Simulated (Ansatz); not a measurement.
**C2HF2 (SMILES [CH]=C(F)F): U-wB97M-V/aug-cc-pVDZ**

Aim: the electronic atomisation energy of C2HF2 at U-wB97M-V/aug-cc-pVDZ, from 4 runs. 

The calculation is run with Ansatz 0.2.0.

39 further runs of the same task are left out: 39 set aside as unsound or not needed.

## 1. Starting point

C2HF2: 5 atoms, total charge 0, spin state doublet. As SMILES, `[CH]=C(F)F`. The coordinates come from a PBE0-D4/def2-TZVP relaxation.

Bond lengths: C1–C2 1.301 Å, C2–F3 1.313 Å, C2–F4 1.320 Å, C1–H5 1.072 Å. Angles: C1–C2–F3 125.0°, C1–C2–F4 125.4°, F3–C2–F4 109.6°, C2–C1–H5 140.6°.

## 2. The energy at U-wB97M-V/aug-cc-pVDZ

File in.yaml:

```yaml
crystal:
  periodic: [false, false, false]
  atoms:
    - {symbol: C, position_ang: [-0.028200, 0.912700, -0.014900]}
    - {symbol: C, position_ang: [0.163600, -0.366100, 0.124600]}
    - {symbol: F, position_ang: [1.043800, -0.911700, 0.932500]}
    - {symbol: F, position_ang: [-0.492600, -1.313200, -0.520300]}
    - {symbol: H, position_ang: [-0.636600, 1.604500, -0.563400]}
basis:
  gaussian:
    orbitals: aug-cc-pVDZ
magnetization:
  spin_polarized: true
  initial_magnetization: 1
hamiltonian:
  xc: {name: wB97M-V}
accuracy: high
output: {orbitals: {seedname: orbitals}}
```

On the command line:

```sh
$ ansatz run in.yaml --threads 1 --pin off --max-ram 3480MiB --events-out events.jsonl --progress --plain --runs-dir runs
```

The program printed:

```text
Warning: RAYON_NUM_THREADS=1 ignored (pool sized by the plan → 1); use --threads N
Functional definition: wB97M-V
  name "wB97M-V"
  parameter omega = 0.3/bohr
  parameter cx = 0.15
  parameter cx01 = 1.007
  parameter cx10 = 0.259
  parameter css00 = 0.443
  parameter css04 = -1.437
  parameter css10 = -4.535
  parameter css20 = -3.390
  parameter css43 = 4.278
  parameter cos00 = 1.000
  parameter cos10 = 1.358
  parameter cos20 = 2.924
  parameter cos21 = -8.812
  parameter cos60 = -1.390
  parameter cos61 = 9.142
  parameter b = 6.0
  parameter c = 0.01
  gx(w, u) = 1 - cx + cx01*u + cx10*w
  gss(w, u) = css00 + css04*u^4 + css10*w + css20*w^2 + css43*w^4*u^3
  gos(w, u) = cos00 + cos10*w + (cos20 + cos21*u)*w^2 + (cos60 + cos61*u)*w^6
  exchange = spin_sum(e_x_unif_sr(omega)*gx(b97_w, b97_u_x)) + cx*exact_x_sr(omega) + exact_x_lr(omega)
  correlation = spin_sum(e_c_pw_mod_same_spin*gss(b97_w, b97_u_same))
      + integral(e_c_pw_mod_opposite_spin*gos(b97_w_opposite, b97_u_opposite)) + vv10(b, c)
1989 factors; integrals over basis functions are off by at most 2.4e-9 eV
400 factors; integrals over basis functions are off by at most 2.0e-9 eV
mean field evaluation 1: about -7517.0388 eV, gradient 2.3e1 eV
mean field evaluation 2: about -7517.9940 eV, gradient 1.9e1 eV
mean field evaluation 4: about -7519.2665 eV, gradient 8.9e-1 eV
mean field evaluation 8: about -7519.3578 eV, gradient 2.3e-1 eV
mean field evaluation 16: about -7519.3594 eV, gradient 1.5e-3 eV
mean field evaluation 32: about -7519.3594 eV, gradient 2.7e-7 eV
mean field -7519.35939066 eV, -276.3313608021 hartree, gradient 7.1e-8 eV, S^2 0.760562; 0 other end points of the search recorded, 0 dependent functions left out
reference -7519.35939704 eV, -276.3313610363 hartree; 16, 15 occupied and 85, 86 virtual orbitals, 1989 factors
Total energy: -7519.35939704 eV, -276.3313610363 hartree
```

Run time: 79 s. Hardware: 1 thread of Arm Neoverse V2, shared host; peak memory 0.85 GiB.

## 3. The C atom, same level

File job.yaml:

```yaml
crystal:
  periodic: [false, false, false]
  atoms:
    - {symbol: C, position_ang: [0.000000, 0.000000, 0.000000]}
basis:
  gaussian:
    orbitals: aug-cc-pVDZ
accuracy: high
magnetization:
  spin_polarized: true
  initial_magnetization: 2
hamiltonian:
  xc: {name: wB97M-V}
```

On the command line:

```sh
$ ansatz run job.yaml --threads 1 --pin off --max-ram 3480MiB --events-out events.jsonl --progress --plain --runs-dir runs
```

The program printed, cut to the lines that bear on the results:

```text
Warning: RAYON_NUM_THREADS=1 ignored (pool sized by the plan → 1); use --threads N
[... 2 set-up lines as earlier in the session ...]
[...]
  gx(w, u) = 1 - cx + cx01*u + cx10*w
  gss(w, u) = css00 + css04*u^4 + css10*w + css20*w^2 + css43*w^4*u^3
  gos(w, u) = cos00 + cos10*w + (cos20 + cos21*u)*w^2 + (cos60 + cos61*u)*w^6
[...]
      + integral(e_c_pw_mod_opposite_spin*gos(b97_w_opposite, b97_u_opposite)) + vv10(b, c)
195 factors; integrals over basis functions are off by at most 2.5e-9 eV
102 factors; integrals over basis functions are off by at most 1.6e-9 eV
[...]
mean field -1029.71238744 eV, -37.8412322744 hartree, gradient 2.5e-9 eV, S^2 2.002057; 0 other end points of the search recorded, 0 dependent functions left out
reference -1029.71238992 eV, -37.8412323653 hartree; 4, 2 occupied and 19, 21 virtual orbitals, 195 factors
Total energy: -1029.71238992 eV, -37.8412323653 hartree
```

It took 2.5 s on 1 thread of Arm Neoverse V2, shared host; peak memory 0.16 GiB.

## 4. The F atom

File job.yaml:

```yaml
crystal:
  periodic: [false, false, false]
  atoms:
    - {symbol: F, position_ang: [0.000000, 0.000000, 0.000000]}
basis:
  gaussian:
    orbitals: aug-cc-pVDZ
magnetization:
  spin_polarized: true
  initial_magnetization: 1
hamiltonian:
  xc: {name: wB97M-V}
accuracy: high
```

Run the same way, it converges to -99.71550 Eh (log not shown).

## 5. The H atom

File in.yaml:

```yaml
crystal:
  periodic: [false, false, false]
  atoms:
    - {symbol: H, position_ang: [0.000000, 0.000000, 0.000000]}
basis:
  gaussian:
    orbitals: aug-cc-pVDZ
magnetization:
  spin_polarized: true
  initial_magnetization: 1
hamiltonian:
  xc: {name: wB97M-V}
accuracy: high
```

On the command line:

```sh
$ ansatz run in.yaml --threads 1 --pin off --max-ram 3480MiB --events-out events.jsonl --progress --plain --runs-dir runs
```

The program printed, cut to the lines that bear on the results:

```text
Warning: RAYON_NUM_THREADS=1 ignored (pool sized by the plan → 1); use --threads N
[... 2 set-up lines as earlier in the session ...]
[...]
  gx(w, u) = 1 - cx + cx01*u + cx10*w
  gss(w, u) = css00 + css04*u^4 + css10*w + css20*w^2 + css43*w^4*u^3
  gos(w, u) = cos00 + cos10*w + (cos20 + cos21*u)*w^2 + (cos60 + cos61*u)*w^6
[...]
      + integral(e_c_pw_mod_opposite_spin*gos(b97_w_opposite, b97_u_opposite)) + vv10(b, c)
42 factors; integrals over basis functions are off by at most 4.4e-8 eV
33 factors; integrals over basis functions are off by at most 1.3e-9 eV
[...]
mean field -13.41086196 eV, -0.4928400866 hartree, gradient 6.2e-9 eV, S^2 0.750000; 0 other end points of the search recorded, 0 dependent functions left out
reference -13.41086512 eV, -0.4928402030 hartree; 1, 0 occupied and 8, 9 virtual orbitals, 42 factors
Total energy: -13.41086512 eV, -0.4928402030 hartree
```

Wall time 0.74 s (1 thread of Arm Neoverse V2, shared host); peak memory 0.11 GiB.

## 6. Results

At U-wB97M-V/aug-cc-pVDZ:

| quantity | value |
| --- | --- |
| molecule: total energy | -276.33136 Eh |
| molecule: HOMO energy (highest over α and β) | -10.14 eV |
| molecule: LUMO energy (lowest over α and β) | -1.27 eV |
| molecule: ⟨S²⟩ | 0.761 |
| C atom: total energy | -37.84123 Eh |
| C atom: ⟨S²⟩ | 2.002 |
| F atom: total energy | -99.71550 Eh |
| F atom: ⟨S²⟩ | 0.752 |
| H atom: total energy | -0.49284 Eh |
| H atom: ⟨S²⟩ | 0.750 |
| electronic atomisation energy | 19.730 eV |

What this shows: Taking the molecule apart into free atoms costs 19.73 eV (455 kcal/mol), before zero-point energy and without spin-orbit coupling.
